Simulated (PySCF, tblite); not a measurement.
# C6H8BBrF2: geometry, infrared bands and NMR shifts

What infrared bands and NMR shifts should C6H8BBrF2 (`FB(F)[C@@H]1C=CCC[C@H]1Br`) show?

Computed with tblite 0.8.0 and PySCF 2.14.0, with density-fitted response routines of our own, on a single molecule in the gas phase. Atoms are numbered from 0 throughout.

### Step 1. The starting structure

18 atoms, charge 0, multiplicity 1; geometry from: force field or distance geometry start.

Bonds of the start (Å): F0–B1 1.43, B1–F2 1.45, B1–C3 1.60, C3–C4 1.48, C4–C5 1.34, C5–C6 1.50, C6–C7 1.54, C7–C8 1.52, C8–Br9 1.94, C8–C3 1.51, C3–H10 1.11, C4–H11 1.10, C5–H12 1.08, C6–H13 1.08, C6–H14 1.10, C7–H15 1.11, C7–H16 1.11, C8–H17 1.11.

### Step 2. Geometry optimisation with GFN2-xTB

The job: settings as JSON, then the geometry in Å.

```
{"job": {"kind": "relax", "xc": "GFN2-xTB", "basis": "xTB"}, "charge": 0, "multiplicity": 1}
F      2.243100     0.733900     1.772100
B      2.315900    -0.143200     0.644300
F      3.573600    -0.158600    -0.087100
C      1.001900    -0.298300    -0.252100
C      0.542300     1.069600    -0.564300
C     -0.753200     1.370600    -0.741400
C     -1.695000     0.211800    -0.572600
C     -1.273100    -0.369500     0.792200
C     -0.002300    -1.145700     0.485500
Br    -0.590700    -2.578300    -0.690000
H      1.268600    -0.800700    -1.208800
H      1.274300     1.879500    -0.682800
H     -1.104400     2.368900    -0.967700
H     -2.739400     0.475700    -0.634700
H     -1.391200    -0.502300    -1.359000
H     -2.081800    -1.000800     1.222700
H     -1.020300     0.502500     1.436400
H      0.423100    -1.608900     1.395500
```

Command:

```sh
> OMP_NUM_THREADS=1 python probes_run.py task.json out
```

This one command runs all jobs of the session in turn.

**Question.** This job is followed by: GFN2-xTB harmonic vibrations, gas phase; GIAO PBE0/pcSseg-1 NMR shielding, non-relativistic, gas phase. What will the session give for the following? strongest single infrared mode (GFN2-xTB); zero-point energy (GFN2-xTB); 13C shifts against TMS (PBE0/pcSseg-1); 1H shifts against TMS (PBE0/pcSseg-1); 19F shifts against CFCl3 (PBE0/pcSseg-1, means over atoms taken as alike); 11B shifts against BF3·OEt2 (PBE0/pcSseg-1); 79Br shifts against HBr (PBE0/pcSseg-1).

The runs gave:

| quantity | value |
| --- | --- |
| strongest single infrared mode (GFN2-xTB) | 1301 cm⁻¹, 315 km/mol |
| zero-point energy (GFN2-xTB) | 83.1 kcal/mol |
| 13C shifts against TMS (PBE0/pcSseg-1) | 137.4, 127.0, 60.5, 39.5, 32.3, 25.0 ppm |
| 1H shifts against TMS (PBE0/pcSseg-1) | 6.21, 5.84, 4.65, 2.93, 2.63, 2.12, 2.06, 2.02 ppm |
| 19F shifts against CFCl3 (PBE0/pcSseg-1, means over atoms taken as alike) | -75.3 ppm |
| 11B shifts against BF3·OEt2 (PBE0/pcSseg-1) | 24.8 ppm |
| 79Br shifts against HBr (PBE0/pcSseg-1) | 447 ppm |

The optimisation took 133 steps and gained 1.561 eV; among the close pairs (by a distance rule), B1–F2 changed most, from 1.455 to 1.314 Å. All 48 modes are real, so the xTB geometry is a minimum. The strongest single mode, at 1301 cm⁻¹, is carried by B1, H10, C3, F2. Unscaled tight-binding wavenumbers are off by several per cent, some by more. Its intensities can rank the bands wrongly. C8 stands next to heavy halogen, whose spin-orbit shielding this run leaves out, so the computed shift lies too far downfield, most of all for carbon beside Br or I. At PBE0/pcSseg-1: The largest span, 1592 ppm, is at Br9, where the paramagnetic term is -949 ppm. Spin-orbit coupling is left out, which matters for shieldings and couplings at and beside the heavy atoms.
